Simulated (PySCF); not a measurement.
# Ba³⁶⁺: dipole response in even-tempered 18s12p7d4f3g

Aim: the static polarisability and the C₆ coefficient of Ba³⁶⁺, method by method.

Program: PySCF 2.14.0. Level of theory: unrestricted determinants in a Gaussian basis, no spin-orbit coupling in the energies. These are calculated values, not measurements, unless marked.

### Step 1. Starting point

| Property | Result |
| --- | --- |
| Element | barium (Z = 56) |
| Basis | an even-tempered Gaussian basis (18 s from 6.2 bohr⁻², ratio 2.5; 12 p from 8.1 bohr⁻², ratio 2.5; 7 d from 8.1 bohr⁻², ratio 2.5; 4 f from 28 bohr⁻², ratio 2.7; 3 g from 43 bohr⁻², ratio 2.7) |
| Hamiltonian | scalar relativity by spin-free X2C-1e |
| State 1 | Ba³⁶⁺: [Ar] 3d2, high-spin 3F determinant |
| Methods | UHF, PBE0 |

The outer shells:

Ba36+ [Ar] 3d2
```
[Ar] core
3d [↑ ][↑ ][  ][  ][  ]
```

The runs were made by one driver on top of PySCF. The scripts below sum up each run's settings (the driver also hands on starting orbitals that pick excited configurations, and frozen orbitals as a list rather than a count), and the logs come from the driver's own runs. The driver starts from symmetry-adapted Hartree-Fock orbitals, holds the occupation by maximum overlap and uses a logarithmic radial grid for functionals, so a plain start would take other cycles.

The integrals over 144 functions and the set-up took 0.85 s of CPU time.

### Step 2. Ba³⁶⁺, method by method

Level: UHF.

File input.py:

```python
from pyscf import gto, scf, dft, mp, cc
mol = gto.M(atom="Ba 0 0 0", charge=36, spin=2, symmetry="D2h",
            basis=gto.etbs([(0, 18, 6.2, 2.5), (1, 12, 8.1, 2.5), (2, 7, 8.1, 2.5), (3, 4, 28, 2.7), (4, 3, 43, 2.7)]),
            nucmod="G")
mf = scf.UHF(mol).sfx2c1e()
mf.irrep_nelec = {'Ag': (4, 3), 'B1g': (1, 0), 'B1u': (2, 2), 'B2u': (2, 2), 'B3u': (2, 2)}
mf.kernel()
```

Output:

```text
damping factor = 0
level_shift factor = 0
DIIS = <class 'pyscf.scf.diis.CDIIS'>
diis_start_cycle = 1
diis_space = 10
diis_damp = 0
SCF conv_tol = 1e-09
SCF conv_tol_grad = None
number electrons alpha = 11  beta = 9
cycle= 1 E= -7142.23479780948  delta_E= -0.011  |g|= 0.0491  |ddm|= 0.012
cycle= 2 E= -7142.2348232567  delta_E= -2.54e-05  |g|= 0.00249  |ddm|= 0.000667
cycle= 3 E= -7142.23482332769  delta_E= -7.1e-08  |g|= 1.98e-05  |ddm|= 3.87e-05
cycle= 4 E= -7142.2348233277  delta_E= -9.09e-12  |g|= 2.44e-07  |ddm|= 3.61e-07
converged SCF energy = -7142.2348233277  <S^2> = 2.0002283  2S+1 = 3.0001522
```

CPU time 63 s on a shared host, the integrals not counted.

Orbital energies by shell (radii are means over both spins):

```tsv
shell	electrons	mean orbital energy (eV)	spread (eV)	rms radius (bohr)
1s α	1	-39506.5	0	0.0292
1s β	1	-39506.2	0	0.0292
2s α	1	-7886.7	0	0.118
2s β	1	-7873.2	0	0.118
2p α	3	-7270.0	0	0.105
2p β	3	-7256.6	0	0.105
3s α	1	-2881.3	0	0.290
3s β	1	-2866.2	0	0.290
3p α	3	-2677.1	0	0.286
3p β	3	-2658.0	0	0.286
3d α	2	-2445.2	0	0.254
```

⟨S²⟩ = 2.000, ⟨L²⟩ = 12.00.

The driver then solved the coupled dipole response at imaginary frequencies: mean α = 0.01181 bohr³, C₆ = 0.001548 au for a like pair.

Spin-orbit coupling is strong in this species (close to jj coupling), so the high-spin LS determinant is a model state, not a physical level.

Level: PBE0.

Changes to input.py:

```diff
@@ -4,3 +4,3 @@
             nucmod="G")
-mf = scf.UHF(mol).sfx2c1e()
+mf = dft.UKS(mol, xc="PBE0").sfx2c1e()
 mf.irrep_nelec = {'Ag': (4, 3), 'B1g': (1, 0), 'B1u': (2, 2), 'B2u': (2, 2), 'B3u': (2, 2)}
```

Output:

```text
damping factor = 0
level_shift factor = 0
DIIS = <class 'pyscf.scf.diis.CDIIS'>
diis_start_cycle = 1
diis_space = 10
diis_damp = 0
SCF conv_tol = 1e-09
SCF conv_tol_grad = None
number electrons alpha = 11  beta = 9
XC functionals = PBE0
    C. Adamo and V. Barone.,  J. Chem. Phys. 110, 6158 (1999)
    M. Ernzerhof and G. E. Scuseria.,  J. Chem. Phys. 110, 5029 (1999)
cycle= 1 E= -7143.22849457766  delta_E= -0.00953  |g|= 0.0189  |ddm|= 0.0261
cycle= 2 E= -7143.22849676189  delta_E= -2.18e-06  |g|= 0.000499  |ddm|= 0.000617
cycle= 3 E= -7143.22849676459  delta_E= -2.7e-09  |g|= 5.41e-05  |ddm|= 1.73e-05
cycle= 4 E= -7143.22849676461  delta_E= -2.46e-11  |g|= 2.31e-06  |ddm|= 1.82e-06
converged SCF energy = -7143.22849676461  <S^2> = 2.0000762  2S+1 = 3.0000508
```

It used 67 s of CPU time after the integrals (shared host).

The driver then solved the coupled dipole response at imaginary frequencies: mean α = 0.01177 bohr³, C₆ = 0.001540 au for a like pair.

Radial density 4πr²ρ of Ba³⁶⁺ at UHF, without picture-change correction:

```tsv
r (bohr)	density	spin density
0.000359	0.717	0.000
0.000603	1.64	0.000
0.00102	3.69	0.000
0.00171	8.06	0.000
0.00287	16.8	0.000
0.00483	32.3	-0.001
0.00813	54.2	-0.001
0.0137	72.3	-0.001
0.0230	70.6	0.006
0.0387	64.8	0.089
0.0650	88.6	0.809
0.109	67.7	4.189
0.184	42.6	9.158
0.310	34.6	4.891
0.521	2.01	0.239
0.876	0.00348	0.001
```

### Step 3. The response side by side

Ba³⁶⁺, in atomic units:

```tsv
method	mean α	C₆ (like pair)	S(−4)
UHF	0.01181	0.001548	9.297e-05
PBE0	0.01177	0.001540	9.297e-05
```

α(iu) at PBE0:

```tsv
u (hartree)	α(iu) (bohr³)
0	0.01177
1.00	0.01168
2.00	0.01142
4.00	0.01049
6.00	0.009302
8.00	0.008120
10.0	0.007077
15.0	0.005206
20.0	0.004098
30.0	0.002916
50.0	0.001846
```

### Step 4. Summary of results

| quantity | value |
| --- | --- |
| α of Ba³⁶⁺ | 0.01177 (PBE0) to 0.01181 (UHF) bohr³ |

**Reading.** A single London oscillator with the computed α and C₆ of Ba³⁶⁺ at UHF would have ω = 4 C₆ / (3 α²) = 14.8 hartree. All values hold for this basis alone; no basis-set limit was taken.
